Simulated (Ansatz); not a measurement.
# CH₄F₂Ge: up Jacob's ladder to CCSD(T)

Aim: compute CH₄F₂Ge with functionals from several rungs and with coupled cluster, and see how far each lands from CCSD(T) at the basis-set limit for the atomisation energy.

Method: functionals in def2-TZVPP, the program's frozen cores in correlated methods; program: Ansatz 0.2.0, Gaussian basis.

Plan: LDA (SPW92), PBE-D4, revPBE-D4, BLYP-D4, r2SCAN-D4, B97M-V, PBE0-D4, B3LYP-D4, r2SCANh-D4, r2SCAN0-D4, HSE06-D4, BHLYP-D4, CAM-B3LYP-D4, LC-ωPBE, ωB97X-V, ωB97M-V, B2PLYP, PBE-QIDH; CCSD(T)/def2-SVP; CCSD(T)/def2-TZVPP; MP2/def2-QZVPP; extrapolation to the limit; RPA on PBE.

### Step 1. Structure used throughout

All runs share one geometry, relaxed beforehand with PBE0-D4 in a triple-zeta def2 set.

SMILES `[CH3][GeH]([F])[F]`, 8 atoms, charge 0, spin multiplicity 1.

Atoms are counted from 1 here; the program's logs count them from 0.

Bond lengths: C1–Ge2 1.922 Å, C1–H5 1.090 Å, C1–H6 1.090 Å, C1–H7 1.090 Å, Ge2–F3 1.731 Å, Ge2–F4 1.731 Å, Ge2–H8 1.531 Å. Angles: Ge2–C1–H5 110.1°, Ge2–C1–H6 110.1°, Ge2–C1–H7 108.9°, H5–C1–H6 109.3°, H5–C1–H7 109.3°, H6–C1–H7 109.3°, C1–Ge2–F3 108.5°, C1–Ge2–F4 108.5°, C1–Ge2–H8 120.4°, F3–Ge2–F4 104.3°, F3–Ge2–H8 107.1°, F4–Ge2–H8 107.1°.

Geometry (Å):

```xyz
8
charge 0, multiplicity 1
C    -0.3275    0.9715   -0.2287
Ge    0.2035   -0.8116    0.2544
F     1.8736   -0.7824    0.7073
F     0.1641   -1.7990   -1.1665
H    -1.3570    0.9709   -0.5880
H    -0.2480    1.6327    0.6347
H     0.3292    1.3333   -1.0201
H    -0.5458   -1.5728    1.3512
```

### Step 2. LDA

This LDA is Slater exchange with PW92 correlation.

Input file in.yaml:

```yaml
crystal:
  periodic: [false, false, false]
  atoms:
    - {symbol: C, position_ang: [-0.327462, 0.971524, -0.228714]}
    - {symbol: Ge, position_ang: [0.203535, -0.811603, 0.254357]}
    - {symbol: F, position_ang: [1.873615, -0.782381, 0.707266]}
    - {symbol: F, position_ang: [0.164104, -1.798972, -1.166462]}
    - {symbol: H, position_ang: [-1.356995, 0.970942, -0.588012]}
    - {symbol: H, position_ang: [-0.248005, 1.632707, 0.634742]}
    - {symbol: H, position_ang: [0.329246, 1.333317, -1.020127]}
    - {symbol: H, position_ang: [-0.545837, -1.572835, 1.351150]}
basis:
  gaussian: {orbitals: def2-TZVPP}
hamiltonian: {xc: lda}
output: {orbitals: {seedname: orbitals}}
```

After this run come: PBE-D4 (GGA); revPBE-D4 (GGA); BLYP-D4 (GGA); r2SCAN-D4 (meta-GGA); B97M-V (meta-GGA); PBE0-D4 (hybrid); B3LYP-D4 (hybrid); r2SCANh-D4 (hybrid); r2SCAN0-D4 (hybrid); HSE06-D4 (hybrid); BHLYP-D4 (hybrid); CAM-B3LYP-D4 (range-separated); LC-ωPBE-D4 (range-separated); ωB97X-V (range-separated); ωB97M-V (range-separated); B2PLYP (double hybrid); PBE-QIDH (double hybrid); CCSD(T) in def2-SVP; CCSD(T) in def2-TZVPP; MP2 in def2-QZVPP; RPA on PBE orbitals.

**Question.** What will the summary of the whole plan be? Wanted: atomisation energy, CCSD(T)/CBS; farthest beyond LDA; mean size of error, GGA; mean size of error, meta-GGA; mean size of error, hybrid; mean size of error, range-separated; mean size of error, double hybrid; gap, smallest and largest; T1 diagnostic.

As calculated:

| quantity | value |
| --- | --- |
| atomisation energy, CCSD(T)/CBS | 2880.8 kJ/mol |
| functionals within 28.8 kJ/mol (1.0 %) | PBE-D4, r2SCAN-D4, B97M-V, CAM-B3LYP-D4, LC-ωPBE, ωB97X-V, ωB97M-V |
| farthest beyond LDA | BHLYP-D4 (-118.8 kJ/mol) |
| mean size of error, GGA | 37.7 kJ/mol |
| mean size of error, meta-GGA | 4.1 kJ/mol |
| mean size of error, hybrid | 54.9 kJ/mol |
| mean size of error, range-separated | 13.4 kJ/mol |
| mean size of error, double hybrid | 39.6 kJ/mol |
| gap, smallest and largest | 7.53 eV (LDA (SPW92)), 15.12 eV (LC-ωPBE) |
| T1 diagnostic | 0.0116 |
| triples share of the correlation energy | 3.1 % |

LDA overbinds by 391.6 kJ/mol (14 %). PBE-D4 is off by +15.3 kJ/mol. Double hybrids carry the basis error of their MP2 part in triple zeta, and no dispersion term here, so their miss is partly the set-up's. The rungs meta-GGA, range-separated miss on average by less than the doubt on the reference (28.8 kJ/mol), so they tie. The reference freezes the cores and leaves out relativity and excitations past (T), and its outer-core shells are covered unevenly, so misses under about 28.8 kJ/mol can't be ranked. Hartree-Fock recovers 74 % of the binding; the rest is correlation. CCSD(T) in def2-SVP is off by -175.0 kJ/mol, which most functionals beat. The gap grows from 7.5 to 15.1 eV across the functionals, mostly with the share of exact exchange. Correlated methods include outer-core shells of Ge, which these sets cover unevenly.
